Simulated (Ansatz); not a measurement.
**SiH₄Se₄: ionisation energy by level of theory**

One table from this session's results is given with a row withheld; the runs are named, their logs left out.

Program: Ansatz 0.2.0, Gaussian basis. Level of theory: unrestricted cation, the program's frozen cores in correlated methods. These are calculated values, not measurements.

Levels to be run: UKS PBE-D4/def2-TZVPP; UKS r2SCAN-D4/def2-TZVPP; UKS PBE0-D4/def2-TZVPP; UKS B3LYP-D4/def2-TZVPP; UKS wB97X-V/def2-TZVPP; UKS wB97M-V/def2-TZVPP; UKS B2PLYP/def2-TZVPP; UHF-CCSD(T)/def2-TZVPP; UHF-MP2/def2-QZVPP; extrapolation to the limit; then −ε(HOMO) from the neutral's earlier runs with LDA (SPW92), PBE-D4, revPBE-D4, BLYP-D4, r2SCAN-D4, B97M-V, PBE0-D4, B3LYP-D4, r2SCANh-D4, r2SCAN0-D4, HSE06-D4, BHLYP-D4, CAM-B3LYP-D4, LC-ωPBE, ωB97X-V, ωB97M-V.

### The relaxed structure

All runs share one geometry, relaxed beforehand with PBE0-D4 in a triple-zeta def2 set.

SMILES `[SeH][Si]([SeH])([SeH])[SeH]`, 9 atoms, charge 0, spin multiplicity 1.

Atoms are counted from 1 here; the program's logs count them from 0.

Bond lengths: Se1–Si2 2.275 Å, Se1–H6 1.469 Å, Si2–Se3 2.275 Å, Si2–Se4 2.274 Å, Si2–Se5 2.274 Å, Se3–H7 1.469 Å, Se4–H8 1.471 Å, Se5–H9 1.471 Å. Angles: Si2–Se1–H6 92.5°, Se1–Si2–Se3 101.8°, Se1–Si2–Se4 107.0°, Se1–Si2–Se5 115.5°, Se3–Si2–Se4 115.5°, Se3–Si2–Se5 107.0°, Se4–Si2–Se5 110.2°, Si2–Se3–H7 92.5°, Si2–Se4–H8 93.1°, Si2–Se5–H9 93.1°.

Coordinates:

```
atom    x (Å)    y (Å)    z (Å)
 Se1  -0.3286   1.2844  -2.1458
 Si2   0.2231   0.0947  -0.2866
 Se3   2.4325  -0.3186  -0.6391
 Se4  -1.1207  -1.7397  -0.2482
 Se5   0.0641   1.2253   1.6803
  H6  -1.4498   1.9475  -1.4659
  H7   2.4085  -1.5179   0.2094
  H8  -0.7443  -2.0860   1.1311
  H9  -1.3965   1.0643   1.7477
```

Set-up of the first run:

File in.yaml:

```yaml
crystal:
  periodic: [false, false, false]
  atoms:
    - {symbol: Se, position_ang: [-0.328584, 1.284359, -2.145841]}
    - {symbol: Si, position_ang: [0.223116, 0.094678, -0.286553]}
    - {symbol: Se, position_ang: [2.432538, -0.318576, -0.639097]}
    - {symbol: Se, position_ang: [-1.120669, -1.739697, -0.248181]}
    - {symbol: Se, position_ang: [0.064131, 1.225256, 1.680343]}
    - {symbol: H, position_ang: [-1.449763, 1.947469, -1.465948]}
    - {symbol: H, position_ang: [2.408470, -1.517946, 0.209400]}
    - {symbol: H, position_ang: [-0.744340, -2.086042, 1.131062]}
    - {symbol: H, position_ang: [-1.396501, 1.064298, 1.747715]}
basis:
  gaussian: {orbitals: def2-TZVPP}
total_charge: 1
magnetization: {spin_polarized: true, initial_magnetization: 1}
hamiltonian: {xc: pbe, dispersion: d4}
```

On the command line:

```
$ ansatz run in.yaml --threads 2 --pin off --events-out ev --progress --plain --max-ram 22528MiB --backend cuda --devices 0, --max-vram 18GiB
```

Among the steps run: Cation, UKS PBE-D4/def2-TZVPP; Cation, UKS r2SCAN-D4/def2-TZVPP; Cation, UKS PBE0-D4/def2-TZVPP; Cation, UKS B3LYP-D4/def2-TZVPP; Cation, UKS wB97X-V/def2-TZVPP; Cation, UKS wB97M-V/def2-TZVPP; Cation, UKS B2PLYP (frozen core)/def2-TZVPP; Cation, UHF-CCSD(T)/def2-TZVPP; Cation, UHF-MP2/def2-QZVPP.

One of the session's tables, all rows but one given; the rest of the session is left out.

Orbital estimates, from the neutral's runs:

| functional | −ε(HOMO) (eV) |
| --- | --- |
| LDA (SPW92) | 6.19 |
| PBE-D4 | 6.03 |
| revPBE-D4 | ? |
| BLYP-D4 | 5.85 |
| r2SCAN-D4 | 6.33 |
| B97M-V | 6.37 |
| PBE0-D4 | 7.15 |
| B3LYP-D4 | 6.91 |
| r2SCANh-D4 | 6.73 |
| r2SCAN0-D4 | 7.35 |
| HSE06-D4 | 6.77 |
| BHLYP-D4 | 8.12 |
| CAM-B3LYP-D4 | 8.40 |
| LC-ωPBE | 9.74 |
| ωB97X-V | 9.40 |
| ωB97M-V | 9.25 |

**Question.** Estimate the row for revPBE-D4.

**Answer.** −ε(HOMO) (eV): 5.97. In the column «−ε(HOMO) (eV)» it lies between BLYP-D4 (5.85) and PBE-D4 (6.03).
